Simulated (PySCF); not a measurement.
ZnH2, 3 atoms in the cell. The cell holds a molecule in a box, 3 atoms: a = 11.000 Å, b = 12.000 Å, c = 10.000 Å, α = 90.00°, β = 90.00°, γ = 90.00°. 

| Quantity | Value |
| --- | --- |
| Program | PySCF 2.14.0 |
| Task | atomic charges |
| Functional | PBE |
| Potentials or basis | def2-svp (all-electron) |
| k mesh | 1 × 1 × 1 |
| Occupations | fixed |
| Spin | no spin polarisation |
| Exponents discarded below (exp_to_discard) | 0 1/bohr^2 |
| conv_tol | 1e-07 Ha |
| max_cycle | 60 |
| Relativity | none |
| Coulomb method | Gaussian density fitting (GDF) |
| Grid for exchange and correlation | Becke, atom-centred |

Potentials or basis: def2-svp (all-electron).

Launch:

```console
$ OMP_NUM_THREADS=2 python -u run.py > log
```

Hardware: 2 threads of Intel(R) Xeon(R) Processor @ 2.70GHz, with other jobs on the host.

**Question.** How long does it take, and how much memory?

**Answer.** It took 7.2 s on 2 threads of Intel(R) Xeon(R) Processor @ 2.70GHz, on a shared host, peak memory 0.97 GiB. Counts: scf iterations 6, basis 41, k points 1.
